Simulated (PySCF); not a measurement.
# C2H6ClNSi (SMILES C=C[SiH](N)Cl) at 4 levels

Wanted: a comparison of 4 runs (HF/aug-cc-pVDZ, B3LYP/6-31G*, PBE0/def2-SVP, PBE0/6-311G**) of C2H6ClNSi. 

The calculation is run with PySCF 2.14.0.

## Step 1: Starting point

C2H6ClNSi has 11 atoms, charge 0, and is taken as a singlet. SMILES: `C=C[SiH](N)Cl`. The coordinates come from a PBE0-D4/def2-TZVP relaxation. This is one conformer, not always the lowest.

Bond lengths: C1–C2 1.329 Å, C2–Si3 1.850 Å, Si3–N4 1.703 Å, Si3–Cl5 2.077 Å, C1–H6 1.086 Å, C1–H7 1.086 Å, C2–H8 1.090 Å, Si3–H9 1.480 Å, N4–H10 1.008 Å, N4–H11 1.007 Å. Some angles: C1–C2–Si3 125.0°, C2–Si3–N4 108.9°, C2–Si3–Cl5 107.5°, N4–Si3–Cl5 114.6°, C1–C2–H8 118.4°, Si3–C2–H8 116.5°, C2–C1–H6 121.5°, C2–C1–H7 121.9°, C2–Si3–H9 113.8°, N4–Si3–H9 107.0°.

## Step 2: Energy and forces at HF/aug-cc-pVDZ (run 1)

File geometry.xyz:

```xyz
11

C     -2.009100    -0.223800     0.193800
C     -0.763200    -0.607700     0.453800
Si     0.734800     0.466000     0.292000
N      1.868300    -0.317300    -0.709400
Cl     0.104400     2.319600    -0.400900
H     -2.233700     0.783700    -0.142800
H     -2.853600    -0.897600     0.307100
H     -0.595000    -1.630400     0.790600
H      1.412600     0.742400     1.578700
H      1.579200    -0.700400    -1.595600
H      2.820800     0.008500    -0.746800
```

File input.py:

```python
import pyscf.grad
from pyscf import gto, scf

mol = gto.M(
    atom='geometry.xyz',
    basis='aug-cc-pvdz',
    charge=0,
    spin=0,
    verbose=3,
    max_memory=1860,
)

mf = scf.RHF(mol)
mf.conv_tol = 1e-10
mf.kernel()
if not mf.converged:
    mf = mf.newton().run(mf.mo_coeff, mf.mo_occ)

e_tot = mf.e_tot
print(f'total energy: {e_tot:.8f} hartree')
grad = mf.Gradients().kernel()
mf.analyze()
```

On the command line:

```sh
$ OMP_NUM_THREADS=1 python input.py
```

What it wrote:

```text
converged SCF energy = -882.20382053303
[... 18 lines left out ...]
MO #9   energy= -8.00437136182802  occ= 2
[... 20 lines left out ...]
MO #30  energy= 0.0433402092484192 occ= 0
[... 20 lines left out ...]
MO #51  energy= 0.212248160987156  occ= 0
[... 20 lines left out ...]
MO #72  energy= 0.464323749875989  occ= 0
[... 20 lines left out ...]
MO #93  energy= 0.684387557822719  occ= 0
[... 20 lines left out ...]
MO #114 energy= 1.04132657226718   occ= 0
[... 20 lines left out ...]
MO #135 energy= 1.61123864178886   occ= 0
[... 20 lines left out ...]
MO #156 energy= 2.2138125964731    occ= 0
[... 20 lines left out ...]
MO #177 energy= 3.53493070737484   occ= 0
[... 12 lines left out ...]
Dipole moment(X, Y, Z, Debye):  0.31542, -1.77108, -0.50158
```

Wall time 49 s (1 thread of Arm Neoverse V2, shared host); peak memory 1 GiB.

## Step 3: Energy and forces at B3LYP/6-31G(d) (Cartesian functions) (run 2)

File job.py:

```python
# C=C[SiH](N)Cl
from pyscf import gto, dft

mol = gto.M(
    atom='''
C   -2.009100  -0.223800   0.193800
C   -0.763200  -0.607700   0.453800
Si   0.734800   0.466000   0.292000
N    1.868300  -0.317300  -0.709400
Cl   0.104400   2.319600  -0.400900
H   -2.233700   0.783700  -0.142800
H   -2.853600  -0.897600   0.307100
H   -0.595000  -1.630400   0.790600
H    1.412600   0.742400   1.578700
H    1.579200  -0.700400  -1.595600
H    2.820800   0.008500  -0.746800
''',
    max_memory=1860,
    verbose=4,
    spin=0,
    basis='6-31g*',
    cart=True,
)

mf = dft.RKS(mol)
mf.xc = 'b3lyp'
mf.conv_tol = 1e-10
mf.grids.level = 5
mf.kernel()
if not mf.converged:
    mf = mf.newton().run(mf.mo_coeff, mf.mo_occ)

e_tot = mf.e_tot
print('Final energy', e_tot)
grad = mf.nuc_grad_method().kernel()
dip = mf.dip_moment()
pop, q = mf.mulliken_pop()
```

On the command line:

```sh
$ OMP_NUM_THREADS=1 python job.py
```

What it wrote:

```text
PySCF version 2.14.0

[... 82 lines left out ...]
converged SCF energy = -884.324264934534
Final energy -884.3242649345343
[... 12 lines left out ...]
Dipole moment(X, Y, Z, Debye):  0.53876, -2.02417, -0.67233
[... 107 lines left out ...]
charge of   10H =      0.33653
```

Wall time 43 s (1 thread of Arm Neoverse V2, shared host); peak memory 0.94 GiB.

Run 3 isn't shown in full; the table further down has it.

## Step 4: Energy and forces at PBE0/6-311G(d,p) (run 4)

File input.py:

```python
import pyscf.grad
from pyscf import gto, dft

mol = gto.Mole()
mol.atom = '''
C     -3.796649    -0.422921     0.366229
C     -1.442239    -1.148387     0.857558
Si     1.388571     0.880612     0.551800
N      3.530575    -0.599610    -1.340572
Cl     0.197287     4.383409    -0.757591
H     -4.221081     1.480978    -0.269853
H     -5.392522    -1.696218     0.580335
H     -1.124387    -3.081009     1.494017
H      2.669427     1.402933     2.983311
H      2.984255    -1.323564    -3.015247
H      5.330539     0.016063    -1.411247
'''
mol.verbose = 3
mol.max_memory = 1860
mol.spin = 0
mol.unit = 'bohr'
mol.basis = '6-311g**'
mol.build()

mf = dft.RKS(mol)
mf.xc = 'pbe0'
mf.conv_tol = 1e-10
mf.grids.level = 5
mf.kernel()
if not mf.converged:
    mf = mf.newton().run(mf.mo_coeff, mf.mo_occ)

energy = mf.e_tot
print('E = %.10f Eh' % energy)
grad = mf.Gradients().kernel()
mf.analyze()
```

On the command line:

```sh
$ OMP_NUM_THREADS=1 python input.py
```

What it wrote:

```text
converged SCF energy = -883.946816723938
[... 15 lines left out ...]
MO #6   energy= -9.51867983557645  occ= 2
[... 16 lines left out ...]
MO #23  energy= -0.389394060353046 occ= 2
[... 16 lines left out ...]
MO #40  energy= 0.221849008342582  occ= 0
[... 16 lines left out ...]
MO #57  energy= 0.616142444356046  occ= 0
[... 16 lines left out ...]
MO #74  energy= 1.03113322377572   occ= 0
[... 16 lines left out ...]
MO #91  energy= 1.67559092650543   occ= 0
[... 16 lines left out ...]
MO #108 energy= 2.38607253923821   occ= 0
[... 16 lines left out ...]
MO #125 energy= 3.75840519841045   occ= 0
[... 16 lines left out ...]
MO #142 energy= 215.853796249809   occ= 0
[... 12 lines left out ...]
Dipole moment(X, Y, Z, Debye):  0.48600, -2.05961, -0.57745
```

Run time: 70 s. Hardware: 1 thread of Arm Neoverse V2, shared host; peak memory 1.6 GiB.

## Step 5: The series

```
run                               level  Cartesian functions  integration grid  energy (Eh)  dipole moment (D)  HOMO energy (eV)  LUMO energy (eV)  wall time
  1                      HF/aug-cc-pVDZ                   no                 –  -882.203821               1.87            -10.58              0.87       49 s
  2  B3LYP/6-31G* (Cartesian functions)                  yes                 5  -884.324265               2.20             -7.36             -0.48       43 s
  3                       PBE0/def2-SVP                   no                 5  -883.559983               1.94             -7.67             -0.46       42 s
  4                       PBE0/6-311G**                   no                 5  -883.946817               2.19             -7.85             -0.64       70 s
```

## Step 6: What came out

| quantity | value |
| --- | --- |
| run 4: total energy | -883.94682 Eh |
| run 4: dipole moment | 2.19 D |
| run 4: HOMO energy | -7.85 eV |
| run 4: LUMO energy | -0.64 eV |
| run 4: HOMO–LUMO gap | 7.21 eV |
| run 4: largest force on an atom | 0.255 eV/Å |

The dipole moment (its size) runs from 1.87 D (HF/aug-cc-pVDZ) to 2.20 D (B3LYP/6-31G*). The two ends differ in method and basis. The HOMO–LUMO gap runs from 6.88 eV (B3LYP/6-31G*) to 11.46 eV (HF/aug-cc-pVDZ). Totals of different functionals can't be ranked against each other. All runs together took 3.4 min, the longest 70 s.
